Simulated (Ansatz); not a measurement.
**C₂HF₃Ti: how energies converge with the basis set**

Aim: see how fast density functionals converge with the basis set for C₂HF₃Ti.

The runs use Ansatz 0.2.0, Gaussian basis; one geometry, several basis sets.

The runs, in order: PBE0-D4/def2-SVP; ωB97M-V/def2-SVP; PBE0-D4/def2-QZVPP; ωB97M-V/def2-QZVPP; the functionals' def2-TZVPP values are taken from earlier runs.

### 1 Structure used throughout

All runs share one geometry, relaxed beforehand with PBE0-D4 in a triple-zeta def2 set.

SMILES `C#[C][Ti]([F])([F])[F]`, 7 atoms, charge 0, spin multiplicity 1.

Atoms are counted from 1 here; the program's logs count them from 0.

Bond lengths: C1–C2 1.214 Å, C1–H7 1.067 Å, C2–Ti3 2.007 Å, Ti3–F4 1.739 Å, Ti3–F5 1.739 Å, Ti3–F6 1.739 Å. Angles: C2–C1–H7 179.9°, C1–C2–Ti3 179.9°, C2–Ti3–F4 108.5°, C2–Ti3–F5 108.5°, C2–Ti3–F6 108.5°, F4–Ti3–F5 110.4°, F4–Ti3–F6 110.4°, F5–Ti3–F6 110.4°.

Geometry (Å):

```csv
atom,x (Å),y (Å),z (Å)
C1,0.0301,-1.5415,1.4268
C2,0.0186,-0.6554,0.5978
Ti3,-0.0027,0.8100,-0.7732
F4,-1.2383,0.4540,-1.9437
F5,1.5570,0.8728,-1.5393
F6,-0.3443,2.3137,0.0305
H7,0.0409,-2.3217,2.1553
```

### 2 PBE0-D4 in def2-SVP

Contents of in.yaml:

```yaml
crystal:
  periodic: [false, false, false]
  atoms:
    - {symbol: C, position_ang: [0.030069, -1.541550, 1.426817]}
    - {symbol: C, position_ang: [0.018575, -0.655408, 0.597779]}
    - {symbol: Ti, position_ang: [-0.002710, 0.810019, -0.773153]}
    - {symbol: F, position_ang: [-1.238337, 0.453982, -1.943703]}
    - {symbol: F, position_ang: [1.557044, 0.872805, -1.539262]}
    - {symbol: F, position_ang: [-0.344281, 2.313749, 0.030529]}
    - {symbol: H, position_ang: [0.040937, -2.321697, 2.155292]}
basis:
  gaussian: {orbitals: def2-SVP}
hamiltonian: {xc: pbe0, dispersion: d4}
output: {orbitals: {seedname: orbitals}}
```

On the command line:

```
$ ansatz run in.yaml --threads 4 --pin off --events-out ev --progress --plain --max-ram 10444MiB
```

The runs that follow: ωB97M-V in def2-SVP; PBE0-D4 in def2-QZVPP; ωB97M-V in def2-QZVPP.

**Question.** What will the summary of the whole plan be? Wanted: PBE0-D4: double and triple zeta above quadruple; ωB97M-V: double and triple zeta above quadruple.

As calculated:

| quantity | value |
| --- | --- |
| PBE0-D4: double and triple zeta above quadruple | 16.68, 0.97 eV |
| ωB97M-V: double and triple zeta above quadruple | 16.90, 0.90 eV |

In words: For PBE0-D4 the step from double to triple zeta gains 15.70 eV and the next only 0.97 eV. These are total energies; as a rule much of such shifts cancels in differences, which this series doesn't test.
